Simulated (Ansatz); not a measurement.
# B7Se: the cost of one run

Method: DFT PBE, scalar-relativistic, plane waves, PAW, in Ansatz 0.2.0.

## 1. The system as given

Symmetry: P-43m, No. 215, cubic system. The conventional cell has a = 4.746 Å, b = 4.746 Å, c = 4.746 Å, α = 90.00°, β = 90.00°, γ = 90.00°. B (site symmetry 3m) has 3 B at 2.05 Å and 1 Se at 2.08 Å as nearest neighbours. B (site symmetry -42m) is surrounded by 4 B at 2.05 Å. Around Se (site symmetry -43m) lie 4 B at 2.08 Å.

As a file:

```xyz
8
Lattice="4.7461 0.0000 0.0000 0.0000 4.7461 0.0000 0.0000 0.0000 4.7461" Properties=species:S:1:pos:R:3 pbc="T T T"
B     1.1989    1.1989    1.1989
B     0.0000    2.3731    2.3731
B     2.3731    2.3731    0.0000
B     2.3731    0.0000    2.3731
B     3.5472    1.1989    3.5472
B     3.5472    3.5472    1.1989
B     1.1989    3.5472    3.5472
Se    0.0000    0.0000    0.0000
```

The cell is invented: species swapped into a database cell of Si7Ge (P-43m, No. 215), with B on the Si sites and Se on the Ge sites. Its size is a rough estimate.

## 2. A first look at the guess

input.yaml reads:

```yaml
crystal:
  lattice:
    - [4.74612258, 0.0, 0.0]
    - [0.0, 4.74612258, 0.0]
    - [0.0, 0.0, 4.74612258]
  atoms:
    - { symbol: B, position: [0.25261521, 0.25261521, 0.25261521] }
    - { symbol: B, position: [0.0, 0.5, 0.5] }
    - { symbol: B, position: [0.5, 0.5, 0.0] }
    - { symbol: B, position: [0.5, 0.0, 0.5] }
    - { symbol: B, position: [0.74738479, 0.25261521, 0.74738479] }
    - { symbol: B, position: [0.74738479, 0.74738479, 0.25261521] }
    - { symbol: B, position: [0.25261521, 0.74738479, 0.74738479] }
    - { symbol: Se, position: [0.0, 0.0, 0.0] }
basis:
  ecutwfc: 420
kpoints:
  mp_grid: { grid: [4, 4, 4] }
hamiltonian:
  xc: pbe
scf:
  occupations: { method: gaussian, width: 0.1 }
  lower_state_search: "off"
output:
  forces: true
  stress: true
  eigenvalues: true
```

The run is started by

```console
$ ansatz run input.yaml --threads 1 --pin off --max-ram 2048MiB --backend cpu --events-out ev --progress --plain --runs-dir out
```

**Question.** How long does this run take on 1 thread of AMD EPYC 7R43 (Zen 3), shared host, and how much memory does it need?

About 3.6 s, with a peak of 0.36 GiB.
